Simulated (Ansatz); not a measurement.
# ScIr3: the cost of one run

Program: Ansatz 0.2.0, driven from Python. Level of theory: DFT r2SCAN, plane waves, PAW. These are calculated values, not measurements.

## 1. The system

ScIr3 Pm-3m: Symmetry: Pm-3m, No. 221, cubic system. Conventional cell: a = 3.928 Å, b = 3.928 Å, c = 3.928 Å, α = 90.00°, β = 90.00°, γ = 90.00°. Sc (site symmetry m-3m) has 12 Ir at 2.78 Å as nearest neighbours. Ir (site symmetry 4/mmm) is surrounded by 4 Sc at 2.78 Å and 8 Ir at 2.78 Å.

Sc P6_3/mmc: Symmetry: P6_3/mmc, No. 194, hexagonal system. Conventional cell: a = 3.309 Å, b = 3.309 Å, c = 5.273 Å, α = 90.00°, β = 90.00°, γ = 120.00°. Sc (site symmetry -6m2) has 12 Sc at 3.26 to 3.31 Å as nearest neighbours.

Ir Fm-3m: The structure is cubic, space group Fm-3m (No. 225). The conventional cell has a = 3.831 Å, b = 3.831 Å, c = 3.831 Å, α = 90.00°, β = 90.00°, γ = 90.00°. Around Ir (site symmetry m-3m) lie 12 Ir at 2.71 Å.

No structure file is read: the coordinates are typed or built in the script.

## 2. The code

formation_scir3.py

```python
from collections import Counter

import ansatz as az
import numpy as np

CUTOFF = 600
K_SPACING = 0.14
OCCUPATIONS = 'gaussian'
SMEARING_WIDTH = 0.05

PHASES = {
    'ScIr3': (
        [[3.92767, 0.0, 0.0], [0.0, 3.92767, 0.0], [0.0, 0.0, 3.92767]],
        [
            ('Sc', [0.0, 0.0, 0.0]),
            ('Ir', [0.0, 0.5, 0.5]),
            ('Ir', [0.5, 0.5, 0.0]),
            ('Ir', [0.5, 0.0, 0.5]),
        ],
    ),
    'Sc': (
        [[3.309, 0.0, 0.0], [-1.6545, 2.865678, 0.0], [0.0, 0.0, 5.2733]],
        [
            ('Sc', [1 / 3, 2 / 3, 0.25]),
            ('Sc', [2 / 3, 1 / 3, 0.75]),
        ],
    ),
    'Ir': (
        [[0.0, 1.9156, 1.9156], [1.9156, 0.0, 1.9156], [1.9156, 1.9156, 0.0]],
        [
            ('Ir', [0.0, 0.0, 0.0]),
        ],
    ),
}


def build(vectors, sites):
    crystal = az.Crystal(lattice=az.Lattice.of(vectors))
    for symbol, position in sites:
        crystal = crystal.atom(symbol, position)
    return crystal


def solve(name, crystal):
    calc = (
        crystal.calculation()
        .functional(az.Functional.R2SCAN)
        .basis(CUTOFF)
        .kpoints(spacing=K_SPACING)
        .occupations(OCCUPATIONS, width=SMEARING_WIDTH)
        .stress()
    )
    calc = calc.relax(force_tolerance=0.01, fix_cell=['shape'])
    return calc.run()


def counts(outcome):
    return Counter(site.symbol for site in outcome.lattice.sites)

def formation_energy(outcome, mu):
    n = counts(outcome)
    return (outcome.report['energy_sigma0_ev'] - sum(k * mu[element] for element, k in n.items())) / sum(n.values())


def volume_per_atom(outcome):
    return abs(np.linalg.det(outcome.lattice.cell_ang)) / len(outcome.lattice.sites)

phases = {name: build(*cell) for name, cell in PHASES.items()}

done = {}
for name, crystal in phases.items():
    done[name] = solve(name, crystal)
    print(f'{name}: {done[name].report["energy_sigma0_ev"]:.4f} eV, {len(done[name].lattice.sites)} atoms')

references = {'Sc': 'Sc', 'Ir': 'Ir'}
mu = {element: done[name].report['energy_sigma0_ev'] / len(done[name].lattice.sites) for element, name in references.items()}

target = done['ScIr3']
heat = formation_energy(target, mu)
n = counts(target)
print('cell content:', dict(n), ' volume', round(volume_per_atom(target), 3), 'A^3/atom')
print('formation energy', round(heat, 4), 'eV/atom,', round(heat * sum(n.values()), 4), 'eV per cell')
print('bound against the elements' if heat < 0 else 'unbound against the elements')
```

## 3. The input behind the calls

The engine receives this input (first run):

```yaml
crystal:
  lattice:
    - [3.92767, 0.0, 0.0]
    - [0.0, 3.92767, 0.0]
    - [0.0, 0.0, 3.92767]
  atoms:
    - { symbol: Sc, position: [0.0, 0.0, 0.0] }
    - { symbol: Ir, position: [0.0, 0.5, 0.5] }
    - { symbol: Ir, position: [0.5, 0.5, 0.0] }
    - { symbol: Ir, position: [0.5, 0.0, 0.5] }
basis:
  ecutwfc: 600.0
kpoints:
  mp_grid:
    kspacing: 0.14
hamiltonian:
  xc: r2scan
scf:
  occupations:
    method: gaussian
    width: 0.05
relax:
  f_tol: 0.01
  cell:
    fix: [shape]
output:
  stress: true
```

## 4. Launch

Started as:

```sh
python formation_scir3.py
```

Q: Estimate wall time and peak memory on 1 thread of Arm Neoverse V2, shared host.

About 2.3 min, with a peak of 0.73 GiB.
